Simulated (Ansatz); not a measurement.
**MoN+ (quintet): from Hartree-Fock to the top rungs, def2-SVP**

Aim: climb from Hartree-Fock through coupled cluster and multireference methods for MoN+ (quintet) at one geometry and basis, and see what each rung misses.

Program: Ansatz 0.2.0, Gaussian basis. Level of theory: def2-SVP, core rule «outside noble gas», up to 5 orbitals frozen. These are calculated values, not measurements.

Plan: UHF; CCSD(T) on ROHF; CCSD(T) on UHF; CISD; CCSDT(Q) on ROHF; CCSDT(Q) on UHF; CASSCF and MRCISD+Q, 10 electrons in 10 orbitals; CASSCF and NEVPT2, 10 electrons in 10 orbitals.

14 further runs of the same task are left out: 4 for a known fault of the program, 5 that didn't finish, 5 set aside as unsound or not needed.

### Step 1. The system

The geometry is a PBE0/def2-TZVP stationary point (not a proven minimum) of the parent state, kept for this charge and spin. No spin-orbit coupling is included. Elements past krypton take def2 core potentials.

2 atoms, charge 1, spin multiplicity 5.

Atoms are counted from 1 here; the program's logs count them from 0.

Bond lengths: Mo1–N2 1.583 Å.

In the tables R marks a restricted open-shell determinant and U an unrestricted one; 'valence' is the active space of 10 electrons in 10 orbitals; energies count from the table's Hartree-Fock row.

### Step 2. UHF

Contents of in.yaml:

```yaml
crystal:
  periodic: [false, false, false]
  atoms:
    - {symbol: Mo, position_ang: [0.000000, 0.000000, 0.000000]}
    - {symbol: N, position_ang: [0.000000, 0.000000, 1.583400]}
basis:
  gaussian: {orbitals: def2-SVP}
total_charge: 1
magnetization: {spin_polarized: true, initial_magnetization: 4}
hamiltonian: {xc: hf}
output: {orbitals: {seedname: orbitals}}
```

On the command line:

```console
$ ansatz run in.yaml --threads 1 --pin off --events-out ev --progress --plain --max-ram 2393MiB
```

What it wrote:

```text
Functional definition: HF
  name "HF"
  cite "Fock, Z. Phys. 61, 126 (1930) doi:10.1007/BF01340294"
  parent pbe
  exchange = exact_x
  correlation = 0
469 factors; integrals over basis functions are off by at most 1.4e-3 eV
mean field evaluation 1: about -3302.1268 eV, gradient 3.3e1 eV
mean field evaluation 2: about -3302.3115 eV, gradient 3.2e1 eV
mean field evaluation 4: about -3306.4721 eV, gradient 4.0e0 eV
mean field evaluation 8: about -3306.6096 eV, gradient 6.7e-1 eV
mean field evaluation 16: about -3306.8421 eV, gradient 1.0e-1 eV
mean field evaluation 32: about -3303.9609 eV, gradient 1.9e0 eV
mean field evaluation 64: about -3306.0697 eV, gradient 4.5e0 eV
mean field evaluation 96: about -3306.3450 eV, gradient 9.5e-1 eV
mean field evaluation 128: about -3305.9602 eV, gradient 4.5e-1 eV
mean field evaluation 160: about -3303.6350 eV, gradient 4.8e0 eV
mean field evaluation 192: about -3306.3460 eV, gradient 7.5e-1 eV
mean field evaluation 224: about -3306.0906 eV, gradient 6.4e-1 eV
mean field evaluation 256: about -3288.5956 eV, gradient 3.7e1 eV
mean field evaluation 288: about -3296.5000 eV, gradient 9.8e0 eV
mean field evaluation 320: about -3282.3243 eV, gradient 3.7e1 eV
mean field evaluation 352: about -3303.1885 eV, gradient 9.3e-3 eV
mean field -3306.84456701 eV, -121.5242963780 hartree, gradient 9.2e-6 eV, S^2 6.348924; 7 other end points of the search recorded, 0 dependent functions left out
reference -3306.84456701 eV, -121.5242963780 hartree; 12, 8 occupied and 33, 37 virtual orbitals, 469 factors
Total energy: -3306.84456701 eV, -121.5242963780 hartree
```

It took 1.4 s on 1 thread of Arm Neoverse V2, shared host.

From the report: ⟨S²⟩ of the determinant 6.349 (pure quintet: 6.00).

### Step 3. CCSD(T) on ROHF

Contents of in.yaml:

```yaml
crystal:
  periodic: [false, false, false]
  atoms:
    - {symbol: Mo, position_ang: [0.000000, 0.000000, 0.000000]}
    - {symbol: N, position_ang: [0.000000, 0.000000, 1.583400]}
basis:
  gaussian: {orbitals: def2-SVP}
total_charge: 1
magnetization: {spin_polarized: false, initial_magnetization: 4}
correlation: {method: ccsd_t, electrons: outside_noble_gas}
```

The command is unchanged.

What it wrote, shortened:

```text
Functional definition: HF
  name "HF"
  cite "Fock, Z. Phys. 61, 126 (1930) doi:10.1007/BF01340294"
  parent pbe
[...]
469 factors; integrals over basis functions are off by at most 1.4e-3 eV
[...]
mean field -3306.43416136 eV, -121.5092142483 hartree, gradient 1.8e-6 eV, S^2 6.000000; 26 other end points of the search recorded, 0 dependent functions left out
[...]
determinant -3306.43416136 eV, -121.5092142483 hartree, with singles and doubles -3313.75371316 eV, -121.7782028158 hartree
determinant -3306.05782209 eV, -121.4953840355 hartree, with singles and doubles -3313.11796764 eV, -121.7548395988 hartree
determinant -3305.76112363 eV, -121.4844805679 hartree, with singles and doubles -3312.54023185 eV, -121.7336082002 hartree
determinant -3305.65158379 eV, -121.4804550532 hartree, with singles and doubles -3312.54004950 eV, -121.7336014989 hartree
[...]
determinant -3303.21495987 eV, -121.3909107758 hartree, with singles and doubles -3309.72873810 eV, -121.6302877103 hartree
determinant -3303.21207837 eV, -121.3908048824 hartree, with singles and doubles -3309.95588573 eV, -121.6386352320 hartree
determinant -3303.16363711 eV, -121.3890246990 hartree, with singles and doubles -3309.90197882 eV, -121.6366541896 hartree
5 core orbitals not correlated: weight in the atoms' cores, before any rotation towards them, 0.981 or more for the frozen orbitals, at most 0.015 for the correlated occupied ones
reference -3306.43416136 eV, -121.5092142483 hartree; 7, 3 occupied and 33, 37 virtual orbitals, 469 factors
second order -7.35964257 eV of doubles, -0.08677094 eV of singles
cycle   1  -7.31847911 eV  change    1.1e-3 eV  update   4.4e-3
[...]
cycle  10  -7.32969450 eV  change    5.4e-6 eV  update   5.3e-6
perturbative correction -0.43978500 eV, -0.0161618005 hartree
Total energy: -3314.20364085 eV, -121.7947373535 hartree
```

It took 8.5 s on 1 thread of Arm Neoverse V2, shared host.

From the report: correlation -7.7695 eV; T1 0.037; largest double amplitude 0.06.

### Step 4. CCSD(T) on UHF

in.yaml, as its differences from that of step 3:

```diff
@@ -8,3 +8,3 @@
 total_charge: 1
-magnetization: {spin_polarized: false, initial_magnetization: 4}
+magnetization: {spin_polarized: true, initial_magnetization: 4}
 correlation: {method: ccsd_t, electrons: outside_noble_gas}
```

The command is unchanged.

What it wrote, shortened:

```text
Functional definition: HF
  name "HF"
  cite "Fock, Z. Phys. 61, 126 (1930) doi:10.1007/BF01340294"
  parent pbe
[...]
469 factors; integrals over basis functions are off by at most 1.4e-3 eV
[...]
mean field -3306.84456701 eV, -121.5242963780 hartree, gradient 7.5e-6 eV, S^2 6.348923; 30 other end points of the search recorded, 0 dependent functions left out
determinant -3306.84456701 eV, -121.5242963780 hartree, with singles and doubles -3313.83483245 eV, -121.7811838947 hartree
determinant -3306.29202055 eV, -121.5039906700 hartree, with singles and doubles -3313.17393643 eV, -121.7568964137 hartree
determinant -3306.05531029 eV, -121.4952917282 hartree, with singles and doubles -3312.59624173 eV, -121.7356665253 hartree
determinant -3306.04449222 eV, -121.4948941716 hartree, with singles and doubles -3312.61993752 eV, -121.7365373292 hartree
[...]
determinant -3303.58259988 eV, -121.4044212968 hartree, with singles and doubles -3310.28930344 eV, -121.6508881068 hartree
determinant -3303.40512113 eV, -121.3978990731 hartree, with singles and doubles -3310.03872156 eV, -121.6416793925 hartree
determinant -3303.35064345 eV, -121.3958970554 hartree, with singles and doubles -3309.98584679 eV, -121.6397362805 hartree
5 core orbitals not correlated: weight in the atoms' cores, before any rotation towards them, 0.978 or more for the frozen orbitals, at most 0.020 for the correlated occupied ones
reference -3306.84456701 eV, -121.5242963780 hartree; 7, 3 occupied and 33, 37 virtual orbitals, 469 factors
second order -6.31324064 eV of doubles, -0.00000000 eV of singles
cycle   1  -6.99467713 eV  change   -4.4e-3 eV  update   4.3e-3
[...]
cycle  13  -7.00352307 eV  change    2.2e-6 eV  update   1.2e-6
perturbative correction -0.37876103 eV, -0.0139192113 hartree
Total energy: -3314.22685111 eV, -121.7955903148 hartree
```

Wall time 12 s (1 thread of Arm Neoverse V2, shared host).

From the report: ⟨S²⟩ of the determinant 6.349 (pure quintet: 6.00); correlation -7.3823 eV; T1 0.066; largest double amplitude 0.07.

### Step 5. CISD

Contents of in.yaml:

```yaml
crystal:
  periodic: [false, false, false]
  atoms:
    - {symbol: Mo, position_ang: [0.000000, 0.000000, 0.000000]}
    - {symbol: N, position_ang: [0.000000, 0.000000, 1.583400]}
basis:
  gaussian: {orbitals: def2-SVP}
total_charge: 1
magnetization: {spin_polarized: false, initial_magnetization: 4}
correlation: {active_space: {ras: {orbitals: [3, 4, 33], electrons: 10, max_holes: 2, max_particles: 2}, fixed_orbitals: true}}
```

The command is unchanged.

What it wrote, shortened:

```text
Functional definition: HF
  name "HF"
  cite "Fock, Z. Phys. 61, 126 (1930) doi:10.1007/BF01340294"
  parent pbe
[...]
469 factors; integrals over basis functions are off by at most 1.4e-3 eV
[...]
mean field -3306.43416136 eV, -121.5092142483 hartree, gradient 1.8e-6 eV, S^2 6.000000; 14 other end points of the search recorded, 0 dependent functions left out
reference -3306.43416136 eV, -121.5092142483 hartree; 12, 8 occupied and 33, 37 virtual orbitals, 469 factors
state -3313.24831204 eV, -121.7596296670 hartree
Total energy: -3313.24831204 eV, -121.7596296670 hartree
```

It took 13 s on 1 thread of Arm Neoverse V2, shared host.

From the report: 66,430 determinants.

### Step 6. CCSDT(Q) on ROHF

in.yaml, as its differences from that of step 5:

```diff
@@ -9,2 +9,2 @@
 magnetization: {spin_polarized: false, initial_magnetization: 4}
-correlation: {active_space: {ras: {orbitals: [3, 4, 33], electrons: 10, max_holes: 2, max_particles: 2}, fixed_orbitals: true}}
+correlation: {method: ccsdt_q, electrons: outside_noble_gas}
```

The command is unchanged.

What it wrote, shortened:

```text
Functional definition: HF
  name "HF"
  cite "Fock, Z. Phys. 61, 126 (1930) doi:10.1007/BF01340294"
  parent pbe
[...]
799 factors; integrals over basis functions are off by at most 1.3e-7 eV
[...]
mean field -3306.43422381 eV, -121.5092165436 hartree, gradient 1.8e-6 eV, S^2 6.000000; 26 other end points of the search recorded, 0 dependent functions left out
[...]
determinant -3306.43422381 eV, -121.5092165436 hartree, with singles and doubles -3313.75375111 eV, -121.7782042105 hartree
determinant -3306.05788861 eV, -121.4953864800 hartree, with singles and doubles -3313.11801012 eV, -121.7548411600 hartree
determinant -3305.76119509 eV, -121.4844831942 hartree, with singles and doubles -3312.54028093 eV, -121.7336100037 hartree
determinant -3305.65166104 eV, -121.4804578920 hartree, with singles and doubles -3312.54010512 eV, -121.7336035429 hartree
[...]
determinant -3303.21504137 eV, -121.3909137707 hartree, with singles and doubles -3309.72880615 eV, -121.6302902111 hartree
determinant -3303.21214763 eV, -121.3908074277 hartree, with singles and doubles -3309.95594452 eV, -121.6386373922 hartree
determinant -3303.16370749 eV, -121.3890272856 hartree, with singles and doubles -3309.90203419 eV, -121.6366562243 hartree
5 core orbitals not correlated: weight in the atoms' cores, before any rotation towards them, 0.981 or more for the frozen orbitals, at most 0.015 for the correlated occupied ones
reference -3306.43422381 eV, -121.5092165436 hartree; 7, 3 occupied and 33, 37 virtual orbitals, 799 factors
second order -7.35962483 eV of doubles, -0.08677099 eV of singles
cycle   1  -6.65563074 eV  change    7.9e-1 eV  update   1.8e-1
[...]
cycle  30  -7.82550354 eV  change   -2.2e-7 eV  update   2.8e-7
perturbative correction -0.03687760 eV, -0.0013552269 hartree
Total energy: -3314.29660495 eV, -121.7981537210 hartree
```

Run time: 36 s. Hardware: 1 thread of Arm Neoverse V2, shared host; peak memory 0.36 GiB.

From the report: correlation -7.8624 eV; T1 0.033; largest double amplitude 0.13.

### Step 7. CCSDT(Q) on UHF

in.yaml, as its differences from that of step 6:

```diff
@@ -8,3 +8,3 @@
 total_charge: 1
-magnetization: {spin_polarized: false, initial_magnetization: 4}
+magnetization: {spin_polarized: true, initial_magnetization: 4}
 correlation: {method: ccsdt_q, electrons: outside_noble_gas}
```

Same command.

What it wrote, shortened:

```text
Functional definition: HF
  name "HF"
  cite "Fock, Z. Phys. 61, 126 (1930) doi:10.1007/BF01340294"
  parent pbe
[...]
799 factors; integrals over basis functions are off by at most 1.3e-7 eV
[...]
mean field -3306.84462516 eV, -121.5242985148 hartree, gradient 7.5e-6 eV, S^2 6.348918; 30 other end points of the search recorded, 0 dependent functions left out
determinant -3306.84462516 eV, -121.5242985148 hartree, with singles and doubles -3313.83487137 eV, -121.7811853249 hartree
determinant -3306.29208473 eV, -121.5039930287 hartree, with singles and doubles -3313.17397921 eV, -121.7568979860 hartree
determinant -3306.05538094 eV, -121.4952943247 hartree, with singles and doubles -3312.59629091 eV, -121.7356683326 hartree
determinant -3306.04456796 eV, -121.4948969549 hartree, with singles and doubles -3312.61999283 eV, -121.7365393620 hartree
[...]
determinant -3303.58266801 eV, -121.4044238004 hartree, with singles and doubles -3310.28935485 eV, -121.6508899961 hartree
determinant -3303.40518913 eV, -121.3979015721 hartree, with singles and doubles -3310.03878033 eV, -121.6416815522 hartree
determinant -3303.35071271 eV, -121.3958996007 hartree, with singles and doubles -3309.98590795 eV, -121.6397385280 hartree
5 core orbitals not correlated: weight in the atoms' cores, before any rotation towards them, 0.978 or more for the frozen orbitals, at most 0.020 for the correlated occupied ones
reference -3306.84462516 eV, -121.5242985148 hartree; 7, 3 occupied and 33, 37 virtual orbitals, 799 factors
second order -6.31323241 eV of doubles, -0.00000000 eV of singles
cycle   1  -6.16391024 eV  change    1.5e-1 eV  update   1.5e-1
[...]
cycle  32  -7.48335031 eV  change   -3.5e-7 eV  update   7.1e-7
perturbative correction -0.05481049 eV, -0.0020142482 hartree
Total energy: -3314.38278595 eV, -121.8013208144 hartree
```

Wall time 37 s (1 thread of Arm Neoverse V2, shared host); peak memory 0.31 GiB.

From the report: ⟨S²⟩ of the determinant 6.349 (pure quintet: 6.00); correlation -7.5382 eV; T1 0.069; largest double amplitude 0.12.

### Step 8. CASSCF and MRCISD+Q, 10 electrons in 10 orbitals

Contents of in.yaml:

```yaml
crystal:
  periodic: [false, false, false]
  atoms:
    - {symbol: Mo, position_ang: [0.000000, 0.000000, 0.000000]}
    - {symbol: N, position_ang: [0.000000, 0.000000, 1.583400]}
basis:
  gaussian: {orbitals: def2-SVP}
total_charge: 1
magnetization: {spin_polarized: false, initial_magnetization: 4}
correlation: {method: fic_mrcisd_q, electrons: outside_noble_gas, active_space: {window: {electrons: 10, orbitals: 10}, shells: [{species: Mo, l: s, shell: 5}, {species: Mo, l: d, shell: 4}, {species: "N", l: s, shell: 2}, {species: "N", l: p, shell: 2}]}}
```

The command is unchanged.

What it wrote, shortened:

```text
Functional definition: HF
  name "HF"
  cite "Fock, Z. Phys. 61, 126 (1930) doi:10.1007/BF01340294"
  parent pbe
[...]
799 factors; integrals over basis functions are off by at most 1.3e-7 eV
[...]
mean field -3306.43422381 eV, -121.5092165436 hartree, gradient 1.8e-6 eV, S^2 6.000000; 15 other end points of the search recorded, 0 dependent functions left out
reference -3306.43422381 eV, -121.5092165436 hartree; 12, 8 occupied and 33, 37 virtual orbitals, 799 factors
state -3310.33100237 eV, -121.6524205140 hartree
contracted CI cycle   1: correlation 0.00000000 eV, 0.0000000000 hartree, residual 1.85e1 eV
contracted CI cycle   2: correlation -3.62443975 eV, -0.1331957039 hartree, residual 3.03e0 eV
contracted CI cycle   3: correlation -3.72870256 eV, -0.1370272916 hartree, residual 6.10e-1 eV
contracted CI cycle   4: correlation -3.73411934 eV, -0.1372263547 hartree, residual 1.96e-1 eV
contracted CI cycle   5: correlation -3.73469506 eV, -0.1372475119 hartree, residual 6.23e-2 eV
contracted CI cycle   6: correlation -3.73475418 eV, -0.1372496845 hartree, residual 2.09e-2 eV
contracted CI cycle   7: correlation -3.73476084 eV, -0.1372499294 hartree, residual 7.14e-3 eV
contracted CI cycle   8: correlation -3.73476156 eV, -0.1372499559 hartree, residual 2.20e-3 eV
contracted CI cycle   9: correlation -3.73476163 eV, -0.1372499585 hartree, residual 7.40e-4 eV
state -3310.33100237 eV, -121.6524205140 hartree; corrected -3314.25384039 eV, -121.7965821525 hartree
Total energy: -3314.25384039 eV, -121.7965821525 hartree
Checks for a lower state left out: starts, orbital_swaps
```

Wall time 7.5 s (1 thread of Arm Neoverse V2, shared host); peak memory 0.56 GiB.

From the report: 3,648 determinants; active occupations 1.98, 1.90, 1.90, 1.01, 1.00, 1.00, 0.98, 0.10, 0.10, 0.02.

### Step 9. CASSCF and NEVPT2, 10 electrons in 10 orbitals

Contents of in.yaml:

```yaml
crystal:
  periodic: [false, false, false]
  atoms:
    - {symbol: Mo, position_ang: [0.000000, 0.000000, 0.000000]}
    - {symbol: N, position_ang: [0.000000, 0.000000, 1.583400]}
basis:
  gaussian: {orbitals: def2-SVP}
total_charge: 1
magnetization: {spin_polarized: false, initial_magnetization: 4}
correlation: {method: sc_nevpt2, electrons: outside_noble_gas, active_space: {window: {electrons: 10, orbitals: 10}, shells: [{species: Mo, l: s, shell: 5}, {species: Mo, l: d, shell: 4}, {species: "N", l: s, shell: 2}, {species: "N", l: p, shell: 2}]}}
```

The command is unchanged.

What it wrote, shortened:

```text
Functional definition: HF
  name "HF"
  cite "Fock, Z. Phys. 61, 126 (1930) doi:10.1007/BF01340294"
  parent pbe
[...]
799 factors; integrals over basis functions are off by at most 1.3e-7 eV
[...]
mean field -3306.43422381 eV, -121.5092165436 hartree, gradient 1.8e-6 eV, S^2 6.000000; 15 other end points of the search recorded, 0 dependent functions left out
reference -3306.43422381 eV, -121.5092165436 hartree; 12, 8 occupied and 33, 37 virtual orbitals, 799 factors
state -3310.33100237 eV, -121.6524205140 hartree
state -3310.33100237 eV, -121.6524205140 hartree; corrected -3313.49606126 eV, -121.7687342830 hartree
Total energy: -3313.49606126 eV, -121.7687342830 hartree
Checks for a lower state left out: starts, orbital_swaps
```

Run time: 4.4 s. Hardware: 1 thread of Arm Neoverse V2, shared host.

From the report: 3,648 determinants; active occupations 1.98, 1.90, 1.90, 1.01, 1.00, 1.00, 0.98, 0.10, 0.10, 0.02.

### Step 10. Natural occupations

Natural occupations of the CASSCF valence state about the gap (report; correlated orbitals 1 to 10): 1.978, 1.904, 1.904, 1.015, 0.999, 0.999, 0.981, 0.098, 0.098, 0.024. The count of effectively unpaired electrons, Σ n²(2 − n)², is 4.14; a single determinant of this spin has 4.

### Step 11. All levels against the top one

No level here is safe as a reference; RCCSDT(Q) serves as a yardstick only. Rows without a time come out of other runs: HF, MP2 and CCSD of CCSD(T), CCSDT of CCSDT(Q), CASSCF and MRCISD of the multireference runs.

Differences are taken before rounding.

```
          method  energy from the lowest RHF (kJ/mol)  from RCCSDT(Q) (kJ/mol)   time
             RHF                                  0.0                   +758.6       
             UHF                                -39.6                   +719.0       
            RMP2                               -718.5                    +40.1       
            UMP2                               -648.7                   +109.9       
           RCCSD                               -707.2                    +51.4       
           UCCSD                               -715.3                    +43.3       
        RCCSD(T)                               -749.6                     +9.0  8.5 s
        UCCSD(T)                               -751.9                     +6.7   12 s
          RCCSDT                               -755.1                     +3.6       
          UCCSDT                               -761.6                     -3.0       
       RCCSDT(Q)                               -758.6                        0   36 s
       UCCSDT(Q)                               -766.9                     -8.3   37 s
  CASSCF valence                               -376.0                   +382.6       
  NEVPT2 valence                               -681.4                    +77.2  4.4 s
  MRCISD valence                               -736.3                    +22.3       
MRCISD+Q valence                               -754.5                     +4.1  7.5 s
```

Among the levels timed on like hardware and quicker than the yardstick, those that no quicker one beats, quickest first: NEVPT2 valence (4.4 s, +77.2 kJ/mol); MRCISD+Q valence (7.5 s, +4.1 kJ/mol).

Not comparable, so not listed: CISD (they don't share determinant, frozen orbitals or solution with the rows shown, or repeat one).

### Step 12. Outcome

```
                       quantity          value
 RCCSDT(Q) below the RHF energy     -7.8624 eV
            RMP2 from RCCSDT(Q)   +40.1 kJ/mol
            UMP2 from RCCSDT(Q)  +109.9 kJ/mol
           RCCSD from RCCSDT(Q)   +51.4 kJ/mol
        RCCSD(T) from RCCSDT(Q)    +9.0 kJ/mol
        UCCSD(T) from RCCSDT(Q)    +6.7 kJ/mol
       UCCSDT(Q) from RCCSDT(Q)    -8.3 kJ/mol
  NEVPT2 valence from RCCSDT(Q)   +77.2 kJ/mol
MRCISD+Q valence from RCCSDT(Q)    +4.1 kJ/mol
                  T1 diagnostic          0.037
 effectively unpaired electrons           4.14
```

In words: RCCSD(T) lands +9.0 kJ/mol from the yardstick (1.2 % of the correlation energy). CCSD(T) misses by +9.0 kJ/mol on the restricted determinant and by +6.7 kJ/mol on the unrestricted one; the two need not hold the same state or core. One determinant dominates. Warnings: spin contamination.
